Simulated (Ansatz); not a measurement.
# CH3BOS, SMILES OB1CS1: a rigid scan of one bond angle

Run with Ansatz's Python interface.

The script, `run_bend.py`:
```python
"""Energy of CH3BOS against one bond angle."""

import ansatz as az
from ase import Atoms


def main() -> None:
    atoms = Atoms(["O", "B", "C", "S", "H", "H", "H"], positions=[
        (-1.004, 1.0771, -1.1796),
        (-0.3188, 0.0779, -0.484),
        (0.739, -0.3759, 0.5314),
        (0.1333, -1.8162, -0.0915),
        (-1.8293, 1.3053, -0.6279),
        (0.5033, -0.145, 1.5983),
        (1.8378, -0.1913, 0.2076),
    ])

    # start the scan from a relaxed geometry
    first = (
        az.Crystal.molecule_from_ase(atoms).calculation()
        .basis(gaussian="6-31G*")
        .functional("r2scan0")
        .relax(force_tolerance=0.02, max_steps=80)
    )
    atoms.positions = first.run().report["positions_ang"]

    rows = []
    for angle in [90, 100, 110, 120, 135, 150, 165, 179]:
        bent = atoms.copy()
        bent.set_angle(1, 0, 4, angle, indices=[4])
        job = az.Crystal.molecule_from_ase(bent).calculation().basis(gaussian="6-31G*").functional("r2scan0")
        rows.append((angle, job.run().report["free_energy_ev"]))
    floor = min(e for _, e in rows)
    for angle, e in rows:
        print(f"angle B1-O0-H4 = {angle:3d} deg   {1000 * (e - floor):9.1f} meV")


if __name__ == "__main__":
    main()
```

```console
$ python run_bend.py
angle B1-O0-H4 =  90 deg       290.4 meV
angle B1-O0-H4 = 100 deg        79.4 meV
angle B1-O0-H4 = 110 deg         0.0 meV
angle B1-O0-H4 = 120 deg        27.6 meV
angle B1-O0-H4 = 135 deg       206.5 meV
angle B1-O0-H4 = 150 deg       453.4 meV
angle B1-O0-H4 = 165 deg       658.0 meV
angle B1-O0-H4 = 179 deg       733.9 meV
```

The scan is rigid, and the energies are electronic, in a modest basis. The zero is the lowest point of the grid, which needn't be the minimum. Finished in 82 s on 1 thread of Arm Neoverse V1, on a shared host, peak memory 0.25 GiB.
